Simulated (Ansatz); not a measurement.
# CaAu5: the cost of one run

Computed with Ansatz 0.2.0 (DFT PBEsol, scalar-relativistic, plane waves, PAW).

The COD entry's cell or inner coordinates are ideal or old and differ from later refinements, so a difference from it is no clean test against experiment.

2 further runs of the same task are left out: 1 that didn't finish, 1 set aside as unsound or not needed.

## (1) The starting structure

It takes space group F-43m (No. 216, cubic). Conventional cell: a = 7.864 Å, b = 7.864 Å, c = 7.864 Å, α = 90.00°, β = 90.00°, γ = 90.00°. Ca (site symmetry -43m) has 16 Au at 3.26 to 3.41 Å as nearest neighbours. Au (site symmetry -43m) has 12 Au at 3.26 Å and 4 Ca at 3.41 Å as nearest neighbours. Au (site symmetry 3m) is surrounded by 6 Au at 2.77 to 2.79 Å.

As a file:

```cif
data_structure
_symmetry_space_group_name_H-M 'P 1'
_symmetry_Int_Tables_number 1
_cell_length_a 5.5604
_cell_length_b 5.5604
_cell_length_c 5.5604
_cell_angle_alpha 60.000
_cell_angle_beta 60.000
_cell_angle_gamma 60.000
_cell_volume 121.56
loop_
_atom_site_label
_atom_site_type_symbol
_atom_site_fract_x
_atom_site_fract_y
_atom_site_fract_z
_atom_site_occupancy
Ca1 Ca 0.00000 0.00000 0.00000 1
Au1 Au 0.75000 0.75000 0.75000 1
Au2 Au 0.37530 0.87411 0.37530 1
Au3 Au 0.37530 0.37530 0.87411 1
Au4 Au 0.37530 0.37530 0.37530 1
Au5 Au 0.87411 0.37530 0.37530 1
```

It is the result of an earlier relaxation at this level (volume 20.26 Å³/atom; gap on the mesh: none (metal)).

## (2) The cell under PBEsol

Contents of input.yaml:

```yaml
crystal:
  lattice:
    - [0.0, 3.9317842975, 3.9317842975]
    - [3.9317842975, 0.0, 3.9317842975]
    - [3.9317842975, 3.9317842975, 0.0]
  atoms:
    - { symbol: Ca, position: [0.0, 0.0, 0.0] }
    - { symbol: Au, position: [0.75, 0.75, 0.75] }
    - { symbol: Au, position: [0.3752975651, 0.8741073047, 0.3752975651] }
    - { symbol: Au, position: [0.3752975651, 0.3752975651, 0.8741073047] }
    - { symbol: Au, position: [0.3752975651, 0.3752975651, 0.3752975651] }
    - { symbol: Au, position: [0.8741073047, 0.3752975651, 0.3752975651] }
basis:
  ecutwfc: 420
kpoints:
  mp_grid: { grid: [8, 8, 8] }
hamiltonian:
  xc: pbesol
scf:
  occupations: { method: gaussian, width: 0.1 }
output:
  forces: true
  stress: true
  eigenvalues: true
  write_density: true
  write_potential: true
  elf: true
  volumetric_format: npy
relax:
  adjacent_minimum: "off"
  f_tol: 0.005
  max_steps: 50
  cell: { stress_tol: 0.05 }
```

On the command line:

```bash
ansatz run input.yaml --threads 1 --pin off --max-ram 2560MiB --backend cpu --events-out ev --progress --plain --runs-dir out
```

Q: Estimate wall time and peak memory on 1 thread of Arm Neoverse V1, shared host.

About 2.6 min, with a peak of 0.46 GiB.
